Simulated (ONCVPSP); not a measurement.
# Ir: the cost of one run

Method: ONCVPSP 4.0.1.1 (patched build), PBEsol, scalar-relativistic.

## (1) The design

Typed settings, in words:

| Property | Result |
| --- | --- |
| element | iridium (Ir, Z = 77) |
| type | optimised norm-conserving Vanderbilt (ONCV) |
| frozen core | [Kr] 4d10 4f14 |
| valence charge | 17 |
| reference configuration | 5s2 5p6 5d7 6s2 |
| partial waves | 5s+6s: rc 1.50 bohr, ncon 3, nbas 7, qcut 9.9 1/bohr, 2 projectors; 5p: rc 1.55 bohr, ncon 5, nbas 9, qcut 8.2 1/bohr, 2 projectors, debl 1.5 Ha; 5d: rc 1.50 bohr, ncon 4, nbas 9, qcut 4.5 1/bohr, 1 projector |
| local potential | polynomial inside 1.00 bohr (lpopt 4, dvloc0 0 Ha) |
| core correction | Teter function, fcfact 2.75, rcfact 1.45 |

The nodes and maxima of the atom's own shells, from an earlier all-electron run, set the scale for the radii.

All-electron outer shells of the reference configuration (PBEsol, scalar-relativistic, ld1.x):

| shell | level (eV) | outermost node (bohr) | outermost maximum (bohr) |
| --- | --- | --- | --- |
| 5s | -98.04 | 0.50 | 0.89 |
| 4f | -62.24 | – | 0.39 |
| 5p | -54.72 | 0.54 | 1.01 |
| 5d | -7.18 | 0.59 | 1.31 |
| 6s | -6.37 | 1.17 | 2.38 |
| 6p | -1.18 | 1.39 | 3.43 |

## (2) The generation run

Ir.dat reads:

```
# ATOM AND REFERENCE CONFIGURATION
# atsym  z   nc   nv     iexc    psfile
  Ir 77.00   10    4  -116133      upf
#
#   n    l    f
    1    0    2.00
    2    0    2.00
    2    1    6.00
    3    0    2.00
    3    1    6.00
    3    2   10.00
    4    0    2.00
    4    1    6.00
    4    2   10.00
    4    3   14.00
    5    0    2.00
    5    1    6.00
    5    2    7.00
    6    0    2.00
#
# PSEUDOPOTENTIAL AND OPTIMIZATION
# lmax
    2
#
#   l,   rc,      ep,       ncon, nbas, qcut
    0    1.50    0.00    3    7    9.90
    1    1.55    0.00    5    9    8.20
    2    1.50    0.00    4    9    4.50
#
# LOCAL POTENTIAL
# lloc, lpopt,  rc(5),   dvloc0
    4    4    1.00    0.00
#
# VANDERBILT-KLEINMAN-BYLANDER PROJECTORs
# l, nproj, debl
    0    2    3.40
    1    2    1.50
    2    1    2.60
#
# MODEL CORE CHARGE
# icmod, fcfact, rcfact
    3    2.75    1.45
#
# LOG DERIVATIVE ANALYSIS
# epsh1, epsh2, depsh
   -5.00    5.00    0.04
#
# OUTPUT GRID
# rlmax, drl
    6.00    0.01
#
# TEST CONFIGURATIONS
# ncnf
    4
# nvcnf
#   n    l    f
    4
    5    0    2.00
    5    1    6.00
    5    2    7.00
    6    0    1.00
#
    4
    5    0    2.00
    5    1    6.00
    5    2    7.00
    6    0    0.00
#
    4
    5    0    2.00
    5    1    6.00
    5    2    6.00
    6    0    0.00
#
    4
    5    0    2.00
    5    1    6.00
    5    2    7.00
    6    0    1.50
#
```

Started as:

```
oncvpsp.x < Ir.dat > Ir.out
```

**Question.** How long does this run take on 1 thread of Neoverse-N1, shared host?

About 6 s.
